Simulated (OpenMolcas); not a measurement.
# CHClFGeN (SMILES N#[C][GeH]([F])[Cl]): levels of theory compared

We compute a comparison of 6 runs (HF/STO-3G, B3LYP/cc-pVDZ, BHLYP/cc-pVDZ, M06-2X/cc-pVDZ, revPBE/cc-pVDZ, B3LYP/6-31G*) of CHClFGeN. 

Program for the calculation: OpenMolcas 26.06.

1 further run of the same task is left out (it didn't finish).

## 1. The molecule

The species is CHClFGeN (6 atoms), meant as a singlet with charge 0. As SMILES, `N#[C][GeH]([F])[Cl]`. The Ge3–F4 distance was set to 3.092 Å, away from the relaxed value. At this shape a bond of the SMILES string is far longer than usual.

Bond lengths: N1–C2 1.151 Å, C2–Ge3 1.913 Å, Ge3–Cl5 2.113 Å, Ge3–H6 1.520 Å. Angles: N1–C2–Ge3 178.0°, C2–Ge3–Cl5 108.2°, C2–Ge3–H6 113.0°, Cl5–Ge3–H6 112.5°. A long bond or contact: Ge3–F4 3.092 Å.

## 2. A single-point energy at HF/STO-3G (run 1)

mol.inp

```
>>> EXPORT MOLCAS_PRINT=2

&gateway
 baslib
 $CurrDir
 coord
 6
 angstrom
 N       -2.363995      -2.127723       0.338134
 C       -1.871095      -1.088023       0.347534
 Ge      -1.089995       0.657177       0.415134
 F        1.896000       0.253800      -0.276600
 Cl      -1.954695       1.827377      -1.116466
 H       -1.209795       1.309677       1.783234
 basis
 STO-3G
 group
 NoSym

&seward

&scf
 thresholds
 1e-10 1e-07 1e-07 1e-05
 prorbitals
 1 1
```

The basis set STO-3G is read from a file made from the Basis Set Exchange's data (not shown).

Command:

```sh
$ export MOLCAS_MEM=1860
$ pymolcas mol.inp > mol.log
```

The program printed:

```text
--- Start Module: gateway ---
[...]
--- Stop Module: gateway /rc=_RC_ALL_IS_WELL_ ---
--- Start Module: seward ---
[...]
      Basis functions           43
--- Stop Module: seward /rc=_RC_ALL_IS_WELL_ ---
--- Start Module: scf ---
[...]
       Convergence after  26 Iterations
[...]
::    Total SCF energy                              -2695.8736003512
[...]
      Total spin, S                                     0.0000000000
[...]
      Total electronic charge=   72.000000
      Total            charge=   -0.000000
[...]
      Dipole Moment (debye):
      Origin of the operator (angstrom)=   -1.0954    0.4892   -0.0188
                   X=  8.3534E-01               Y=  1.6522E+00               Z=  2.2339E+00           Total=  2.9014E+00
      Quadrupole Moment (debye*angstrom):
[...]
--- Stop Module: scf /rc=_RC_ALL_IS_WELL_ ---
[...]
```

It took 1.6 s on 1 thread of Intel Xeon 6975P-C (Granite Rapids), shared host; peak memory 0.37 GiB.

## 3. The energy at B3LYP/cc-pVDZ (run 2)

job.inp

```
>>> EXPORT MOLCAS_PRINT=2

&gateway
  baslib
  $CurrDir
  coord
  6
  bohr
  N     -4.46730311    -4.02081374     0.63898065
  C     -3.53585710    -2.05606549     0.65674408
  Ge    -2.05979203     1.24188455     0.78448957
  F      3.58292073     0.47961249    -0.52269825
  Cl    -3.69383821     3.45324206    -2.10981497
  H     -2.28618122     2.47493084     3.36982388
  basis
  cc-pVDZ
  group
  NoSym

&seward
  gridinput
  Grid=UltraFine
  End of Grid

&scf
  ksdft
  B3LYP
  thresholds
  1e-10 1e-07 1e-07 1e-05
  prorbitals
  1 1
```

The basis set cc-pVDZ is read from a file made from the Basis Set Exchange's data (not shown).

Command:

```sh
$ export MOLCAS_MEM=1860
$ pymolcas job.inp > job.log
```

The program printed:

```text
--- Start Module: gateway ---
[...]
--- Stop Module: gateway /rc=_RC_ALL_IS_WELL_ ---
--- Start Module: seward ---
[...]
      Basis functions           92
--- Stop Module: seward /rc=_RC_ALL_IS_WELL_ ---
[...]
--- Start Module: scf ---
[...]
       Convergence after  24 Iterations
[...]
::    Total KS-DFT energy                           -2730.4269775048
[...]
      Total spin, S                                     0.0000000000
[...]
      Total electronic charge=   72.000000
      Total            charge=   -0.000000
[...]
      Dipole Moment (debye):
      Origin of the operator (angstrom)=   -1.0954    0.4892   -0.0188
                   X= -4.0908E+00               Y=  2.7594E+00               Z=  2.0128E+00           Total=  5.3292E+00
      Quadrupole Moment (debye*angstrom):
[...]
--- Stop Module: scf /rc=_RC_ALL_IS_WELL_ ---
[...]
```

Wall time 28 s (1 thread of Intel Xeon 6975P-C (Granite Rapids), shared host); peak memory 0.51 GiB.

Runs 3 to 5 aren't shown in full; the table further down has their settings and results.

## 4. A single-point energy at B3LYP/6-31G(d) (spherical functions) (run 6)

mol.inp

```
&GATEWAY
 BASLIB=$CurrDir
 COORD
 6
 angstrom
 N       -2.363995      -2.127723       0.338134
 C       -1.871095      -1.088023       0.347534
 Ge      -1.089995       0.657177       0.415134
 F        1.896000       0.253800      -0.276600
 Cl      -1.954695       1.827377      -1.116466
 H       -1.209795       1.309677       1.783234
 BASIS=6-31Gs
 GROUP=NoSym

&SEWARD
 GRIDINPUT
 Grid=UltraFine
 End of Grid

&SCF
 KSDFT=B3LYP
 THRESHOLDS=1e-10 1e-07 1e-07 1e-05
 PRORBITALS=1 1
```

The basis set 6-31G* is read from a file made from the Basis Set Exchange's data (not shown).

Command:

```sh
$ export MOLCAS_MEM=1860
$ pymolcas mol.inp > mol.log
```

The program printed:

```text
--- Start Module: gateway ---
[...]
--- Stop Module: gateway /rc=_RC_ALL_IS_WELL_ ---
--- Start Module: seward ---
[...]
      Basis functions           94
--- Stop Module: seward /rc=_RC_ALL_IS_WELL_ ---
[...]
--- Start Module: scf ---
[...]
       Convergence after  24 Iterations
[...]
::    Total KS-DFT energy                           -2730.1265550243
[...]
      Total spin, S                                     0.0000000000
[...]
      Total electronic charge=   72.000000
      Total            charge=   -0.000000
[...]
      Dipole Moment (debye):
      Origin of the operator (angstrom)=   -1.0954    0.4892   -0.0188
                   X= -3.9604E+00               Y=  2.7506E+00               Z=  2.0797E+00           Total=  5.2512E+00
      Quadrupole Moment (debye*angstrom):
[...]
--- Stop Module: scf /rc=_RC_ALL_IS_WELL_ ---
[...]
```

Wall time 23 s (1 thread of Intel Xeon 6975P-C (Granite Rapids), shared host); peak memory 0.52 GiB.

## 5. All runs side by side

```tsv
run	level	integration grid	energy (Eh)	dipole moment (D)	HOMO energy (eV)	LUMO energy (eV)	wall time
1	HF/STO-3G	–	-2695.873600	2.90	-6.45	0.67	1.6 s
2	B3LYP/cc-pVDZ	UltraFine	-2730.426978	5.33	-7.80	-5.40	28 s
3	BHLYP/cc-pVDZ	UltraFine	-2730.238082	6.07	-9.17	-4.55	23 s
4	M06-2X/cc-pVDZ	UltraFine	-2730.279771	6.09	-9.12	-4.26	30 s
5	revPBE/cc-pVDZ	UltraFine	-2730.085700	4.90	-6.00	-5.70	26 s
6	B3LYP/6-31G* (spherical functions)	UltraFine	-2730.126555	5.25	-7.81	-5.42	23 s
```

## 6. Results

| quantity | value |
| --- | --- |
| run 6: total energy | -2730.12656 Eh |
| run 6: dipole moment | 5.25 D |
| run 6: HOMO energy | -7.81 eV |
| run 6: LUMO energy | -5.42 eV |
| run 6: HOMO–LUMO gap | 2.40 eV |

The dipole moment (its size) runs from 2.90 D (HF/STO-3G) to 6.09 D (M06-2X/cc-pVDZ). The two ends differ in method and basis. The HOMO–LUMO gap runs from 0.30 eV (revPBE/cc-pVDZ) to 7.12 eV (HF/STO-3G). Totals of different functionals can't be ranked against each other. In run 1 the basis is minimal, so the values are rough. In runs 1, 2, 3, 4, 5, 6 a closed-shell determinant meets a far-stretched bond, which it describes badly. All runs together took 2.2 min, the longest 30 s.
